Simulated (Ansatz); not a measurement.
# revPBE/6-31G(d) (spherical functions) run of C6H10O (cyclohexanone)

Aim: the electronic atomisation energy of C6H10O (cyclohexanone) at revPBE/6-31G* (spherical functions), from 4 runs. 

The results are computed with Ansatz 0.2.0.

43 further runs of the same task are left out: 43 set aside as unsound or not needed.

## Step 1: The system as given

C6H10O has 17 atoms, charge 0, and is taken as a singlet. As SMILES, `O=C1CCCCC1`. The shape is that of a PBE0-D4/def2-TZVP optimisation. This is one conformer, not always the lowest.

Some bond lengths: O1–C2 1.206 Å, C2–C3 1.510 Å, C3–C4 1.529 Å, C4–C5 1.521 Å, C5–C6 1.521 Å, C2–C7 1.510 Å, C6–C7 1.529 Å, C3–H8 1.091 Å, C3–H9 1.098 Å, C4–H10 1.093 Å, C4–H11 1.096 Å, C5–H12 1.094 Å, C5–H13 1.097 Å, C6–H14 1.093 Å, C6–H15 1.096 Å, C7–H16 1.091 Å. Some angles: O1–C2–C3 122.5°, O1–C2–C7 122.5°, C3–C2–C7 115.1°, C2–C3–C4 111.6°, C3–C4–C5 111.5°, C4–C5–C6 111.1°, C5–C6–C7 111.5°, C2–C7–C6 111.6°, C2–C3–H8 108.6°, C2–C3–H9 107.3°.

## Step 2: A single-point energy at revPBE/6-31G(d) (spherical functions)

Contents of molecule.yaml:

```yaml
crystal:
  periodic: [false, false, false]
  atoms:
    - {symbol: O, position_ang: [-0.707050, -1.990720, 1.679970]}
    - {symbol: C, position_ang: [-0.276090, -1.006960, 1.130500]}
    - {symbol: C, position_ang: [1.071500, -0.983390, 0.450670]}
    - {symbol: C, position_ang: [0.978940, -0.413050, -0.965140]}
    - {symbol: C, position_ang: [0.278700, 0.937220, -0.977400]}
    - {symbol: C, position_ang: [-1.107560, 0.839550, -0.358990]}
    - {symbol: C, position_ang: [-1.047750, 0.288870, 1.066330]}
    - {symbol: H, position_ang: [1.486080, -1.992120, 0.464880]}
    - {symbol: H, position_ang: [1.728570, -0.341250, 1.052020]}
    - {symbol: H, position_ang: [1.980680, -0.333630, -1.395730]}
    - {symbol: H, position_ang: [0.422850, -1.114500, -1.597710]}
    - {symbol: H, position_ang: [0.207870, 1.314750, -2.001370]}
    - {symbol: H, position_ang: [0.878510, 1.664790, -0.416230]}
    - {symbol: H, position_ang: [-1.599670, 1.815780, -0.355610]}
    - {symbol: H, position_ang: [-1.731180, 0.178640, -0.971940]}
    - {symbol: H, position_ang: [-2.039630, 0.124490, 1.489130]}
    - {symbol: H, position_ang: [-0.524770, 1.011520, 1.706640]}
basis:
  gaussian:
    orbitals: 6-31G_st_-spherical.json
total_charge: 0
magnetization:
  spin_polarized: false
  initial_magnetization: 0
hamiltonian:
  xc: {name: revPBE}
accuracy: high
output:
  orbitals: {seedname: orbitals}
```

The basis set 6-31G* is read from a file made from the Basis Set Exchange's data (not shown).

Command:

```bash
$ ansatz run molecule.yaml --threads 1 --pin off --max-ram 3480MiB --events-out events.jsonl --progress --plain --runs-dir runs
```

The log of the run:

```text
Warning: RAYON_NUM_THREADS=1 ignored (pool sized by the plan → 1); use --threads N
Functional definition: revPBE
  name "revPBE"
  parameter kappa = 1.245
  parameter beta = 0.06672455060314922
  exchange = pbe_x(kappa = kappa, mu = beta*pi^2/3)
  correlation = pbe_c(beta = beta)
3057 factors; integrals over basis functions are off by at most 3.6e-9 eV
mean field evaluation 1: about -8417.7606 eV, gradient 7.1e1 eV
mean field evaluation 2: about -8402.3866 eV, gradient 1.1e2 eV
mean field evaluation 4: about -8429.5132 eV, gradient 1.0e1 eV
mean field evaluation 8: about -8429.6994 eV, gradient 7.1e-1 eV
mean field evaluation 16: about -8429.7006 eV, gradient 1.7e-4 eV
mean field -8429.70062432 eV, -309.7857840873 hartree, gradient 7.5e-8 eV, S^2 0.000000; 0 other end points of the search recorded, 0 dependent functions left out
reference -8429.70062749 eV, -309.7857842039 hartree; 27, 27 occupied and 91, 91 virtual orbitals, 3057 factors
Total energy: -8429.70062749 eV, -309.7857842039 hartree
```

It took 19 s on 1 thread of Arm Neoverse V1, shared host; peak memory 0.44 GiB.

## Step 3: The C atom

Contents of input.yaml:

```yaml
crystal:
  periodic: [false, false, false]
  atoms:
    - {symbol: C, position_ang: [0.000000, 0.000000, 0.000000]}
basis:
  gaussian:
    orbitals: 6-31G_st_-spherical.json
total_charge: 0
magnetization:
  spin_polarized: true
  initial_magnetization: 2
hamiltonian:
  xc: {name: revPBE}
accuracy: high
```

The basis set 6-31G* is read from a file made from the Basis Set Exchange's data (not shown).

Run the same way, it converges to -37.83147 Eh (log not shown).

## Step 4: The H atom at the same level

Contents of run.yaml:

```yaml
basis:
  gaussian: {orbitals: "6-31G*"}
crystal:
  periodic: [false, false, false]
  atoms:
    - {symbol: H, position_ang: [0.000000, 0.000000, 0.000000]}
magnetization: {spin_polarized: true, initial_magnetization: 1}
accuracy: high
hamiltonian: {xc: {name: revPBE}}
```

Command:

```bash
$ ansatz run run.yaml --threads 1 --pin off --max-ram 3480MiB --events-out events.jsonl --progress --plain --runs-dir runs
```

The log of the run, shortened:

```text
Warning: RAYON_NUM_THREADS=1 ignored (pool sized by the plan → 1); use --threads N
[... 6 set-up lines as earlier in the session ...]
3 factors; integrals over basis functions are off by at most 5.4e-10 eV
mean field evaluation 1: about -13.6592 eV, gradient 1.3e-1 eV
mean field evaluation 2: about -13.6582 eV, gradient 1.5e-1 eV
mean field evaluation 4: about -13.6584 eV, gradient 9.0e-7 eV
mean field evaluation 8: about -13.6584 eV, gradient 5.2e-10 eV
mean field -13.65837642 eV, -0.5019360756 hartree, gradient 3.5e-9 eV, S^2 0.750000; 0 other end points of the search recorded, 0 dependent functions left out
reference -13.65837845 eV, -0.5019361500 hartree; 1, 0 occupied and 1, 2 virtual orbitals, 3 factors
Total energy: -13.65837845 eV, -0.5019361500 hartree
```

Wall time 0.12 s (1 thread of Arm Neoverse V1, shared host).

## Step 5: The O atom at the same level

Edit input.yaml of step 3 so:

```diff
@@ -3,3 +3,4 @@
   atoms:
-    - {symbol: C, position_ang: [0.000000, 0.000000, 0.000000]}
+    - symbol: O
+      position_ang: [0.000000, 0.000000, 0.000000]
 basis:
```

The basis set 6-31G* is read from a file made from the Basis Set Exchange's data (not shown).

Run the same way, it converges to -75.03431 Eh (log not shown).

## Step 6: Summary of results

At revPBE/6-31G* (spherical functions):

```
                     quantity          value
       molecule: total energy  -309.78578 Eh
        molecule: HOMO energy       -4.91 eV
        molecule: LUMO energy       -1.03 eV
      molecule: HOMO–LUMO gap        3.87 eV
         C atom: total energy   -37.83147 Eh
                 C atom: ⟨S²⟩          2.002
         H atom: total energy    -0.50194 Eh
                 H atom: ⟨S²⟩          0.750
         O atom: total energy   -75.03431 Eh
                 O atom: ⟨S²⟩          2.002
electronic atomisation energy      74.649 eV
```

In words: Taking the molecule apart into free atoms costs 74.65 eV (7203 kJ/mol), before zero-point energy and without spin-orbit coupling.
